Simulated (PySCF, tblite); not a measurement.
# C5H6O2S+ (doublet): geometry, infrared bands and EPR parameters

Aim: predict the infrared bands and EPR parameters of C5H6O2S+ (doublet) (`[CH+]=[C][C@@H]1CCS1(=O)=O`).

The runs use tblite 0.8.0 and PySCF 2.14.0, with density-fitted response routines of our own; the level of theory stands in each step. All values are computed, except where a source is named. Atoms count from 0, in the outputs and in this text.

## Step 1: The molecule as given

14 atoms, charge 1, multiplicity 2; geometry from: force field or distance geometry start.

Bonds of the start (Å): C0–C1 1.22, C1–C2 1.43, C2–C3 1.56, C3–C4 1.54, C4–S5 1.77, S5–O6 1.45, S5–O7 1.44, S5–C2 1.79, C0–H8 1.06, C2–H9 1.10, C3–H10 1.09, C3–H11 1.11, C4–H12 1.09, C4–H13 1.08.

## Step 2: Optimising the geometry with GFN2-xTB

Job settings and geometry (Å):

```
{"job": {"kind": "relax", "xc": "GFN2-xTB", "basis": "xTB"}, "charge": 1, "multiplicity": 2}
C      2.700300     0.526000     1.512100
C      1.694600     0.447300     0.831900
C      0.515800     0.342700     0.032300
C     -0.807900     0.848900     0.682900
C     -1.637500    -0.254400    -0.008800
S     -0.205300    -1.293100    -0.067800
O     -0.073900    -2.051200     1.157300
O     -0.027500    -1.877400    -1.373600
H      3.576900     0.590100     2.112500
H      0.646200     0.751200    -0.976100
H     -1.097700     1.864100     0.432500
H     -0.832000     0.753000     1.787800
H     -1.993100     0.016500    -1.007400
H     -2.459600    -0.664200     0.564600
```

Command:

```bash
$ OMP_NUM_THREADS=1 python probes_run.py task.json out
```

One launch serves the whole session: the jobs run in the order shown.

**Question.** This job is followed by: GFN2-xTB harmonic vibrations, gas phase; UKS B3LYP, pcH-1 on C H O S, non-relativistic, mean-field spin-orbit, GIAO. What will the session give for the following? strongest single infrared mode (GFN2-xTB); zero-point energy (GFN2-xTB); g(iso) (B3LYP); ⟨S²⟩; largest a(iso).

**Answer**, as computed:

```
                                 quantity                  value
strongest single infrared mode (GFN2-xTB)  1338 cm⁻¹, 348 km/mol
             zero-point energy (GFN2-xTB)          60.8 kcal/mol
                           g(iso) (B3LYP)                2.00621
                                     ⟨S²⟩     0.760 (exact 0.75)
                           largest a(iso)    13C on C4, 46.9 MHz
```

What this shows: The optimisation took 47 steps and gained 0.524 eV; among the close pairs (by a distance rule), C2–S5 changed most, from 1.790 to 2.049 Å. No mode is imaginary among the 36: a minimum at this level. The strongest single mode, at 1338 cm⁻¹, has its largest shares on S5, O7 and O6 (the list is cut at 3 atoms). Unscaled tight-binding wavenumbers are off by several per cent, some by more. Its intensities can rank the bands wrongly. The largest share of the spin, 0.41 e, sits on C0. The isotropic g lies 3.9 ppt above the free-electron value. The conformer search found further structures of the same energy, which may be mirror or relabelled copies of this one.
